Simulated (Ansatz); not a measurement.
# InBCl4: a short molecular-dynamics run

What does InBCl4 do over 60 steps of 1.5 fs under a Langevin thermostat at 1200 K? The cell is an element-swapped structure of 6 atoms, taken as it stands, without a relaxation.

Method: DFT PBE, plane waves, PAW, scalar-relativistic, no spin polarisation, in Ansatz 0.2.0.

The cell holds 6 atoms (BCl4In): a = 5.773 Å, b = 5.773 Å, c = 5.773 Å, α = 60.00°, β = 60.00°, γ = 60.00°.

As a file:

```
CELL_PARAMETERS angstrom
0.00000 4.08228 4.08228
4.08228 0.00000 4.08228
4.08228 4.08228 0.00000
ATOMIC_POSITIONS crystal
Cl 0.62500 0.62500 0.62500
Cl 0.12500 0.62500 0.62500
Cl 0.62500 0.62500 0.12500
Cl 0.62500 0.12500 0.62500
B 0.00000 0.00000 0.00000
In 0.25000 0.25000 0.25000
```

The structure above is the start of the run; the results belong to its end.

| quantity | value |
| --- | --- |
| length | 60 steps of 1.5 fs |
| temperature, first and last step | 1000 and 3989 K |
| temperature, second half | mean 3437 K, from 2195 to 4114 K |
| potential energy, second half | -413 meV/atom from the start |
| mean square displacement, second half | B 2.7, Cl 0.362, In 0.020 Å² |

In words: Against a set 1200 K the second half averages 3437 K with a spread of 511 K (in equilibrium 6 atoms would scatter by about 400 K, over a far longer run); the potential energy of that half lies 413 meV/atom under the start, so the atoms have moved to lower-lying arrangements, and the energy set free heats the cell. The atom that moves most swings out by 2.05 Å (the median distance to the nearest neighbour, bonds to H left out, is 2.89 Å), and none ends a neighbour distance from its start. Settings off the usual here: basis.ecutwfc, scf.n_extra_bands. 90 fs on 6 atoms is far too short and small for converged averages.

**Question.** Which input and command would start the first run of this session?

One input that does so (others would too):

Input file input.yaml:

```yaml
crystal:
  lattice:
    - [0.0, 4.082275, 4.082275]
    - [4.082275, 0.0, 4.082275]
    - [4.082275, 4.082275, 0.0]
  atoms:
    - { symbol: Cl, position: [0.625, 0.625, 0.625] }
    - { symbol: Cl, position: [0.125, 0.625, 0.625] }
    - { symbol: Cl, position: [0.625, 0.625, 0.125] }
    - { symbol: Cl, position: [0.625, 0.125, 0.625] }
    - { symbol: B, position: [0.0, 0.0, 0.0] }
    - { symbol: In, position: [0.25, 0.25, 0.25] }
kpoints:
  mp_grid: { grid: [3, 3, 3] }
magnetization:
  spin_polarized: false
scf:
  occupations: { method: gaussian, width: 0.1 }
  n_extra_bands: 8
hamiltonian:
  pseudopotentials: { kind: paw }
  xc: pbe
basis:
  ecutwfc: "33.1 Ry"
md:
  timestep: 1.5
  n_steps: 60
  ensemble: nvt_langevin
  temperature: 1200.0
  initial_velocities: maxwell_boltzmann
  seed: 654679
```

Command:

```sh
$ ansatz run input.yaml --threads 2 --pin off --max-ram 2560MiB --backend cpu --events-out ev --progress --plain --runs-dir out
```
